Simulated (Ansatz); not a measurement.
# BaCaZrSnO6: the cost of one run

Computed with Ansatz 0.2.0 (DFT PBE, scalar-relativistic, plane waves, PAW, unless a step's input says otherwise).

**1. The structure to begin with**

It takes space group F-43m (No. 216, cubic). Conventional cell: a = 8.337 Å, b = 8.337 Å, c = 8.337 Å, α = 90.00°, β = 90.00°, γ = 90.00°. Around Ba (site symmetry -43m) lie 12 O at 2.95 Å. Around Ca (site symmetry -43m) lie 12 O at 2.95 Å. Zr (site symmetry -43m) has 6 O at 2.10 Å as nearest neighbours. Sn (site symmetry -43m) is surrounded by 6 O at 2.07 Å. O (site symmetry 2mm) is surrounded by 1 Sn at 2.07 Å and 1 Zr at 2.10 Å and 2 Ca at 2.95 Å and 2 Ba at 2.95 Å.

Coordinates:

```cif
data_structure
_symmetry_space_group_name_H-M 'F-43m'
_symmetry_Int_Tables_number 216
_cell_length_a 8.3366
_cell_length_b 8.3366
_cell_length_c 8.3366
_cell_angle_alpha 90.000
_cell_angle_beta 90.000
_cell_angle_gamma 90.000
_cell_volume 579.38
loop_
_atom_site_label
_atom_site_type_symbol
_atom_site_symmetry_multiplicity
_atom_site_Wyckoff_symbol
_atom_site_fract_x
_atom_site_fract_y
_atom_site_fract_z
_atom_site_occupancy
Ba1 Ba 4 c 0.25000 0.25000 0.25000 1
Ca1 Ca 4 d 0.25000 0.25000 0.75000 1
Zr1 Zr 4 b 0.50000 0.00000 0.00000 1
Sn1 Sn 4 a 0.00000 0.00000 0.00000 1
O1 O 24 f 0.24834 0.00000 0.00000 1
```

The structure comes from the Materials Project (structure only).

**2. The base run**

Contents of input.yaml:

```yaml
crystal:
  lattice:
    - [0.0, 4.16829822, 4.16829822]
    - [4.16829822, 0.0, 4.16829822]
    - [4.16829822, 4.16829822, 0.0]
  atoms:
    - { symbol: Ba, position: [0.75, 0.75, 0.75] }
    - { symbol: Ca, position: [0.25, 0.25, 0.25] }
    - { symbol: Zr, position: [0.5, 0.5, 0.5] }
    - { symbol: Sn, position: [0.0, 0.0, 0.0] }
    - { symbol: O, position: [0.75165922, 0.24834078, 0.24834078] }
    - { symbol: O, position: [0.24834078, 0.75165922, 0.75165922] }
    - { symbol: O, position: [0.75165922, 0.75165922, 0.24834078] }
    - { symbol: O, position: [0.24834078, 0.24834078, 0.75165922] }
    - { symbol: O, position: [0.24834078, 0.75165922, 0.24834078] }
    - { symbol: O, position: [0.75165922, 0.24834078, 0.75165922] }
basis:
  ecutwfc: 420
  fft_grid_basis: typed
kpoints:
  mp_grid: { grid: [6, 6, 6] }
hamiltonian:
  xc: pbe
  pseudopotentials: { kind: paw }
scf:
  occupations: { method: gaussian, width: 0.05 }
output:
  forces: true
  stress: true
  eigenvalues: true
  bader: true
  write_density: true
  volumetric_format: npy
  elf: true
```

Run with:

```sh
$ ansatz run input.yaml --threads 2 --pin off --max-ram 4096MiB --backend cpu --events-out ev --progress --plain --runs-dir out
```

What time and memory should one allow on 2 threads of AMD EPYC (Zen 3), shared host?

About 1.7 min, with a peak of 0.51 GiB.
